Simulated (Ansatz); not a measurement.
NiMoIrPdW: relaxation of cell and atoms with PBEsol+D3(BJ)

NiMoIrPdW:

```
Ni Mo Pd Ir W
1.0
     2.77085    0.00000    0.00000
    -1.38543    2.39963    0.00000
     0.00000    0.00000   22.01961
Ni Mo Pd Ir W
2 2 2 2 2
Direct
  0.33333 0.66667 0.85081
  0.66667 0.33333 0.14919
  0.66667 0.33333 0.76059
  0.33333 0.66667 0.23941
  0.33333 0.66667 0.05329
  0.66667 0.33333 0.94671
  0.33333 0.66667 0.65827
  0.66667 0.33333 0.34173
  0.33333 0.66667 0.44418
  0.66667 0.33333 0.55582
```

The cell was built by a generator and needn't be a form met in nature.

```yaml
Program: Ansatz 0.2.0
Task: relaxation of cell and atoms
Functional: PBEsol
Dispersion: D3(BJ)
Potentials_or_basis: Ansatz PAW
Cutoff: "420 eV (not typed: the program's choice for these potentials)"
k_mesh: 8 × 8 × 1
Occupations: fermi-dirac, width 0.05 eV
Spin: collinear spin, ferromagnetic start
Starting_moments: "[1.0, 1.0, 1.0, 1.0, 0.0, 0.0, 0.6, 0.6, 0.0, 0.0] μB"
```

```yaml
Relaxed_volume: 13.75 Å³/atom
Relaxed_cell: a = 2.716 Å, b = 2.716 Å, c = 21.517 Å, α = 90.00°, β = 90.00°, γ = 120.00°
Space_group_after_relaxing_to_0.05_Å: P-3m1 (No. 164)
Energy_gained_by_relaxing: 45.5 meV/atom
Ionic_steps: 6
Pressure_after_relaxing: 0.0 GPa
Band_gap_on_the_k_mesh: none (metal or under the smearing width)
Net_moment: 0.00 μB per cell
Absolute_moment: 0.00 μB per cell
```

Forces in eV/Å, atoms in the order of the input:
```
Ni   0.000  0.000  0.001
Ni   0.000  0.000 -0.001
Mo   0.000  0.000  0.000
Mo   0.000  0.000  0.000
Pd   0.000  0.000  0.003
Pd   0.000  0.000 -0.003
Ir   0.000  0.000  0.002
Ir   0.000  0.000 -0.002
W    0.000  0.000  0.001
W    0.000  0.000 -0.001
```

Step by step:
```tsv
step	energy change (eV)	largest force (eV/Å)	volume (Å³)
1	0.0000	0.1542	146.41
2	-0.4385	0.1265	139.11
3	-0.4578	0.0381	137.28
4	-0.4583	0.0163	137.49
5	-0.4583	0.0028	137.48
6	-0.4551	0.0027	137.48
```

Final structure:
```
Ni Mo Pd Ir W
1.0
     2.71626    0.00000    0.00000
    -1.35813    2.35235    0.00000
     0.00000    0.00000   21.51691
Ni Mo Pd Ir W
2 2 2 2 2
Direct
  0.33333 0.66667 0.85295
  0.66667 0.33333 0.14705
  0.66667 0.33333 0.76239
  0.33333 0.66667 0.23761
  0.33333 0.66667 0.05242
  0.66667 0.33333 0.94758
  0.33333 0.66667 0.65945
  0.66667 0.33333 0.34055
  0.33333 0.66667 0.44383
  0.66667 0.33333 0.55617
```

Levels at points of the mesh, in eV from the Fermi level:
Spin up:
| k point | band 77 | band 78 | band 79 | band 80 | band 81 | band 82 | band 83 | band 84 | band 85 | band 86 |
| --- | --- | --- | --- | --- | --- | --- | --- | --- | --- | --- |
| (0.00, 0.00, 0.00) | -1.51 | -0.96 | -0.96 | -0.60 | -0.60 | -0.60 | -0.23 | -0.23 | -0.19 | -0.19 |
| (0.00, -0.50, 0.00) | 0.06 | 0.16 | 0.77 | 1.05 | 1.18 | 1.35 | 1.49 | 1.59 | 1.83 | 1.85 |
Spin down:
```
            k point  band 78  band 79  band 80  band 81  band 82  band 83  band 84  band 85
 (0.00, 0.00, 0.00)    -0.96    -0.96    -0.60    -0.60    -0.60    -0.23    -0.23    -0.19
(0.00, -0.50, 0.00)     0.16     0.77     1.05     1.18     1.35     1.49     1.59     1.83
```

Wall time 39 s on 8 threads of Intel(R) Xeon(R) Platinum 8259CL CPU @ 2.50GHz (Skylake/Cascade Lake), on a shared host, peak memory 1.2 GiB.

Caveat: the plane-wave basis is chosen anew once the cell has moved, so the energies of steps on either side of that aren't comparable; pairwise dispersion overbinds metals, which lowers pressure and volume; the PAW data sets come from PBE, with cores solved anew for the run's functional, which leaves a small shift of forces and pressure; the starting moments weren't kept. The run has no spin-orbit coupling, so splittings on Ir, W are missing.
